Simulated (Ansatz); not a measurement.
**CH₇PSSi: basis-set convergence**

An exercise on one series of results from a longer session: the logs are not shown, and one member is left open.

The runs use Ansatz 0.2.0, Gaussian basis; one geometry, several basis sets.

Plan: PBE0-D4/def2-SVP; ωB97M-V/def2-SVP; PBE0-D4/def2-QZVPP; ωB97M-V/def2-QZVPP; the functionals' def2-TZVPP values are taken from earlier runs.

## Structure used throughout

All runs share one geometry, relaxed beforehand with PBE0-D4 in a triple-zeta def2 set.

SMILES `C[SiH2]SP`, 11 atoms, charge 0, spin multiplicity 1.

Atoms are counted from 1 here; the program's logs count them from 0.

Bond lengths: C1–Si2 1.864 Å, C1–H5 1.092 Å, C1–H6 1.092 Å, C1–H7 1.093 Å, Si2–S3 2.141 Å, Si2–H8 1.488 Å, Si2–H9 1.488 Å, S3–P4 2.118 Å, P4–H10 1.423 Å, P4–H11 1.423 Å. Angles: Si2–C1–H5 110.9°, Si2–C1–H6 110.9°, Si2–C1–H7 110.0°, H5–C1–H6 108.5°, H5–C1–H7 108.2°, H6–C1–H7 108.2°, C1–Si2–S3 108.9°, C1–Si2–H8 111.4°, C1–Si2–H9 111.4°, S3–Si2–H8 108.6°, S3–Si2–H9 108.6°, H8–Si2–H9 108.0°, Si2–S3–P4 99.9°, S3–P4–H10 99.1°, S3–P4–H11 99.1°, H10–P4–H11 92.9°.

The first run:

in.yaml

```yaml
crystal:
  periodic: [false, false, false]
  atoms:
    - {symbol: C, position_ang: [-0.906250, 1.819417, 0.142511]}
    - {symbol: Si, position_ang: [0.187084, 0.310430, 0.093558]}
    - {symbol: S, position_ang: [-0.998435, -1.385534, -0.456098]}
    - {symbol: P, position_ang: [0.485103, -2.896025, -0.417844]}
    - {symbol: H, position_ang: [-1.706706, 1.696547, 0.874983]}
    - {symbol: H, position_ang: [-1.357005, 2.005664, -0.834458]}
    - {symbol: H, position_ang: [-0.319062, 2.698317, 0.421547]}
    - {symbol: H, position_ang: [1.282154, 0.466193, -0.902088]}
    - {symbol: H, position_ang: [0.805796, 0.045817, 1.420907]}
    - {symbol: H, position_ang: [1.503692, -2.230633, -1.155248]}
    - {symbol: H, position_ang: [1.089031, -2.587192, 0.832729]}
basis:
  gaussian: {orbitals: def2-SVP}
hamiltonian: {xc: pbe0, dispersion: d4}
output: {orbitals: {seedname: orbitals}}
```

The run is started by

```sh
$ ansatz run in.yaml --threads 4 --pin off --events-out ev --progress --plain --max-ram 10444MiB
```

Steps of the session up to this table: PBE0-D4 in def2-SVP; ωB97M-V in def2-SVP; PBE0-D4 in def2-QZVPP; ωB97M-V in def2-QZVPP.

One of the session's tables, all rows but one given; the rest of the session is left out.

It belongs to the step «Functionals by basis». 

| functional | basis | HOMO (eV) | LUMO (eV) |
| --- | --- | --- | --- |
| PBE0-D4 | def2-SVP | -7.28 | -0.18 |
| PBE0-D4 | def2-TZVPP | -7.36 | -0.48 |
| PBE0-D4 | def2-QZVPP | ? | ? |
| ωB97M-V | def2-SVP | -9.40 | 1.90 |
| ωB97M-V | def2-TZVPP | -9.52 | 1.43 |
| ωB97M-V | def2-QZVPP | -9.54 | 1.11 |

**Question.** Estimate the row for PBE0-D4, def2-QZVPP.

The run gave: HOMO (eV): -7.38; LUMO (eV): -0.59. In the column «HOMO (eV)» it lies between ωB97M-V, def2-SVP (-9.40) and PBE0-D4, def2-TZVPP (-7.36).
